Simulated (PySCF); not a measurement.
**GeF2 (SMILES [F][Ge][F]): PBE0/STO-3G**

What is the vertical ionisation energy of GeF2 at PBE0/STO-3G? Input form: a Python script.

Program for the calculation: PySCF 2.14.0.

6 further runs of the same task are left out: 6 set aside as unsound or not needed.

### Step 1. Starting point

The species is GeF2 (3 atoms), meant as a singlet with charge 0. SMILES: `[F][Ge][F]`. Geometry: a GFN2-xTB relaxation, a rough one for these elements and not checked as a minimum.

Bond lengths: Ge1–F2 1.800 Å, Ge1–F3 1.798 Å. Angles: F2–Ge1–F3 94.7°.

### Step 2. The energy at PBE0/STO-3G

Input file job.py:

```python
from pyscf import gto, dft

molecule = gto.Mole()
molecule.atom = '''
Ge     0.008504    -0.014967    -1.535100
F      2.495969    -0.035432     0.784501
F     -2.504492     0.050399     0.750599
'''
molecule.max_memory = 1860
molecule.verbose = 3
molecule.basis = 'sto-3g'
molecule.unit = 'bohr'
molecule.build()

myscf = dft.RKS(molecule, xc='pbe0')
myscf.conv_tol = 1e-10
myscf.grids.level = 5
myscf.kernel()
if not myscf.converged:
    myscf = myscf.newton().run(myscf.mo_coeff, myscf.mo_occ)

e_final = myscf.e_tot
print('E = %.10f Eh' % e_final)
```

Command:

```sh
OMP_NUM_THREADS=1 python job.py
```

The log of the run:

```text
converged SCF energy = -2249.44432746874
E = -2249.4443274687 Eh
```

Run time: 1.5 s. Hardware: 1 thread of AMD EPYC 9R45 (Zen 5), shared host; peak memory 0.23 GiB.

### Step 3. The doublet cation

Input file geometry.xyz:

```xyz
3

Ge     0.004500    -0.007920    -0.812340
F      1.320810    -0.018750     0.415140
F     -1.325320     0.026670     0.397200
```

Input file job.py:

```python
from pyscf import gto, dft

molecule = gto.M(
    atom='geometry.xyz',
    verbose=3,
    basis='sto-3g',
    spin=1,
    charge=1,
    max_memory=1860,
)

mf = dft.UKS(molecule)
mf.xc = 'pbe0'
mf.grids.level = 5
mf.conv_tol = 1e-10
mf.kernel()
if not mf.converged:
    mf = mf.newton().run(mf.mo_coeff, mf.mo_occ)

energy = mf.e_tot
print('E(%s) = %.9f' % ('PBE0', energy))
```

Command:

```sh
OMP_NUM_THREADS=1 python job.py
```

The log of the run:

```text
converged SCF energy = -2249.17457830117  <S^2> = 0.762755  2S+1 = 2.0127146
E(PBE0) = -2249.174578301
```

Run time: 2.6 s. Hardware: 1 thread of AMD EPYC 9R45 (Zen 5), shared host; peak memory 0.24 GiB.

### Step 4. Summary of results

Level: PBE0/STO-3G.

```
                                          quantity           value
                        singlet GeF2: total energy  -2249.44433 Eh
                       singlet GeF2: dipole moment          0.28 D
                         singlet GeF2: HOMO energy        -3.69 eV
                         singlet GeF2: LUMO energy         1.43 eV
                       singlet GeF2: HOMO–LUMO gap         5.12 eV
                      doublet cation: total energy  -2249.17458 Eh
doublet cation: HOMO energy (highest over α and β)       -14.38 eV
 doublet cation: LUMO energy (lowest over α and β)       -10.74 eV
                              doublet cation: ⟨S²⟩           0.763
vertical ionisation energy (to the doublet cation)        7.340 eV
```

In words: Removing an electron at fixed nuclei costs 7.34 eV (708 kJ/mol). The negative HOMO energy of the first species, 3.69 eV, lies 3.65 eV below that difference. In a minimal basis such a difference can be off by several eV, whatever the method.
